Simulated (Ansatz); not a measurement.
# BH₃S₂Si: basis-set convergence

How large a basis does BH₃S₂Si need? Two functionals are run in growing sets.

The runs use Ansatz 0.2.0, Gaussian basis; one geometry, several basis sets.

Plan: PBE0-D4/def2-SVP; ωB97M-V/def2-SVP; PBE0-D4/def2-QZVPP; ωB97M-V/def2-QZVPP; the functionals' def2-TZVPP values are taken from earlier runs.

## Step 1: The relaxed structure

All runs share one geometry, relaxed beforehand with PBE0-D4 in a triple-zeta def2 set.

SMILES `B1[SiH2]SS1`, 7 atoms, charge 0, spin multiplicity 1.

Atoms are counted from 1 here; the program's logs count them from 0.

Bond lengths: B1–Si2 1.995 Å, B1–S4 1.761 Å, B1–H5 1.189 Å, Si2–S3 2.184 Å, Si2–H6 1.487 Å, Si2–H7 1.487 Å, S3–S4 2.108 Å. Angles: Si2–B1–S4 96.5°, Si2–B1–H5 141.6°, S4–B1–H5 121.9°, B1–Si2–S3 86.6°, B1–Si2–H6 118.8°, B1–Si2–H7 118.7°, S3–Si2–H6 111.1°, S3–Si2–H7 111.1°, H6–Si2–H7 108.4°, Si2–S3–S4 81.6°, B1–S4–S3 95.3°.

## Step 2: PBE0-D4 in def2-SVP

Contents of in.yaml:

```yaml
crystal:
  periodic: [false, false, false]
  atoms:
    - {symbol: B, position_ang: [-0.878455, 0.288760, -0.768046]}
    - {symbol: Si, position_ang: [0.692724, 0.309220, 0.461942]}
    - {symbol: S, position_ang: [0.380402, -1.841182, 0.685946]}
    - {symbol: S, position_ang: [-1.201719, -1.437946, -0.647538]}
    - {symbol: H, position_ang: [-1.540629, 1.006605, -1.445733]}
    - {symbol: H, position_ang: [0.570593, 1.007726, 1.769215]}
    - {symbol: H, position_ang: [2.038283, 0.598916, -0.101487]}
basis:
  gaussian: {orbitals: def2-SVP}
hamiltonian: {xc: pbe0, dispersion: d4}
output: {orbitals: {seedname: orbitals}}
```

Run with:

```bash
> ansatz run in.yaml --threads 2 --pin off --events-out ev --progress --plain --max-ram 4352MiB
```

Further steps of the session: ωB97M-V in def2-SVP; PBE0-D4 in def2-QZVPP; ωB97M-V in def2-QZVPP.

**Question.** What will the summary of the whole plan be? Wanted: PBE0-D4: double and triple zeta above quadruple; ωB97M-V: double and triple zeta above quadruple.

The runs gave:

```
                                       quantity           value
PBE0-D4: double and triple zeta above quadruple  12.13, 0.95 eV
ωB97M-V: double and triple zeta above quadruple  12.05, 0.90 eV
```

**Reading.** PBE0-D4 gains 11.18 eV from double to triple zeta, then 0.95 eV more. Total energies overstate the basis error of differences, where much of it tends to cancel.
